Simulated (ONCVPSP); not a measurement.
# Cu: the cost of one run

Program: ONCVPSP 4.0.1.1 (patched build). Reference atom: LDA (Perdew-Wang 92), scalar-relativistic, spherical and spin-unpolarised. All values are calculated.

**1. The atom and the settings**

The settings as typed:

| Item | Value |
| --- | --- |
| element | copper (Cu, Z = 29) |
| type | optimised norm-conserving Vanderbilt (ONCV) |
| frozen core | [Ne] |
| valence charge | 19 |
| reference configuration | 3s2 3p6 3d9 4s2 |
| partial waves | 3s+4s: rc 1.00 bohr, ncon 4, nbas 7, qcut 15.3 1/bohr, 2 projectors; 3p: rc 0.95 bohr, ncon 4, nbas 8, qcut 13.5 1/bohr, 3 projectors, debl 1.9 Ha; 3d: rc 1.50 bohr, ncon 4, nbas 9, qcut 10.3 1/bohr, 3 projectors, debl 3.8 Ha |
| local potential | polynomial inside 0.65 bohr (lpopt 1, dvloc0 0 Ha) |
| core correction | Teter function, fcfact 4.5, rcfact 1.7 |

An earlier all-electron run gives the scale for the radii.

All-electron outer shells of the reference configuration (LDA (PZ), scalar-relativistic, ld1.x):

```json
{"shell": "2p", "level (eV)": "-922.16", "outermost node (bohr)": "–", "outermost maximum (bohr)": "0.16"}
{"shell": "3s", "level (eV)": "-119.41", "outermost node (bohr)": "0.29", "outermost maximum (bohr)": "0.61"}
{"shell": "3p", "level (eV)": "-77.17", "outermost node (bohr)": "0.26", "outermost maximum (bohr)": "0.62"}
{"shell": "3d", "level (eV)": "-9.79", "outermost node (bohr)": "–", "outermost maximum (bohr)": "0.60"}
{"shell": "4s", "level (eV)": "-6.05", "outermost node (bohr)": "0.88", "outermost maximum (bohr)": "2.13"}
{"shell": "4p", "level (eV)": "-1.29", "outermost node (bohr)": "0.96", "outermost maximum (bohr)": "3.07"}
```

**2. Generation**

Cu.dat reads:

```
# ATOM AND REFERENCE CONFIGURATION
# atsym  z   nc   nv     iexc    psfile
  Cu 29.00    3    4  -001012      upf
#
#   n    l    f
    1    0    2.00
    2    0    2.00
    2    1    6.00
    3    0    2.00
    3    1    6.00
    3    2    9.00
    4    0    2.00
#
# PSEUDOPOTENTIAL AND OPTIMIZATION
# lmax
    2
#
#   l,   rc,      ep,       ncon, nbas, qcut
    0    1.00    0.00    4    7   15.30
    1    0.95    0.00    4    8   13.50
    2    1.50    0.00    4    9   10.30
#
# LOCAL POTENTIAL
# lloc, lpopt,  rc(5),   dvloc0
    4    1    0.65    0.00
#
# VANDERBILT-KLEINMAN-BYLANDER PROJECTORs
# l, nproj, debl
    0    2    3.00
    1    3    1.90
    2    3    3.80
#
# MODEL CORE CHARGE
# icmod, fcfact, rcfact
    3    4.50    1.70
#
# LOG DERIVATIVE ANALYSIS
# epsh1, epsh2, depsh
   -6.00    5.00    0.04
#
# OUTPUT GRID
# rlmax, drl
    6.00    0.01
#
# TEST CONFIGURATIONS
# ncnf
    4
# nvcnf
#   n    l    f
    4
    3    0    2.00
    3    1    6.00
    3    2   10.00
    4    0    1.00
#
    4
    3    0    2.00
    3    1    6.00
    3    2   10.00
    4    0    0.00
#
    4
    3    0    2.00
    3    1    6.00
    3    2    9.00
    4    0    0.00
#
    4
    3    0    2.00
    3    1    5.00
    3    2   10.00
    4    0    1.00
#
```

Started as:

```bash
$ oncvpsp.x < Cu.dat > Cu.out
```

**Question.** How long does this run take on 1 thread of Intel Xeon 6975P-C, shared host?

About 5.4 s.
